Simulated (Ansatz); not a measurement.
# B2FH3O: the cost of one run

Method: RKS B3LYP-D4/def2-SVP, in Ansatz 0.2.0.

### 1 The starting structure

Bond lengths: B1–O2 1.402 Å, O2–B3 1.458 Å, B3–F4 1.396 Å, B1–H5 1.218 Å, B1–H6 1.219 Å, B3–H7 1.214 Å. Angles: B1–O2–B3 103.1°, O2–B1–H5 123.1°, O2–B1–H6 122.2°, H5–B1–H6 114.2°, O2–B3–F4 122.0°, O2–B3–H7 118.9°, F4–B3–H7 117.8°.

Structure file:

```xyz
7

B    -0.6000    0.9392   -0.0803
O     0.4156    0.4223    0.7357
B     0.6852   -0.8814    0.1403
F     0.1320   -2.0563    0.6523
H    -0.3814    1.6656   -1.0336
H    -1.7804    0.8270    0.2015
H     1.5903   -0.9844   -0.6617
```

### 2 End point A

File input.yaml:

```yaml
crystal:
  periodic: [false, false, false]
  atoms:
    - { symbol: B, position_ang: [-0.6, 0.9392, -0.0803] }
    - { symbol: O, position_ang: [0.4156, 0.4223, 0.7357] }
    - { symbol: B, position_ang: [0.6852, -0.8814, 0.1403] }
    - { symbol: F, position_ang: [0.132, -2.0563, 0.6523] }
    - { symbol: H, position_ang: [-0.3814, 1.6656, -1.0336] }
    - { symbol: H, position_ang: [-1.7804, 0.827, 0.2015] }
    - { symbol: H, position_ang: [1.5903, -0.9844, -0.6617] }
basis:
  gaussian: { orbitals: def2-SVP }
hamiltonian:
  xc: b3lyp
  dispersion: d4
relax:
  f_tol: 0.02
  max_steps: 50
```

The run is started by

```bash
ansatz run input.yaml --threads 1 --pin off --max-ram 2048MiB --backend cpu --events-out ev --progress --plain --runs-dir out
```

**Question.** How long does this run take on 1 thread of Intel Xeon at 2.70GHz, shared host, and how much memory does it need?

About 52 s, with a peak of 0.15 GiB.
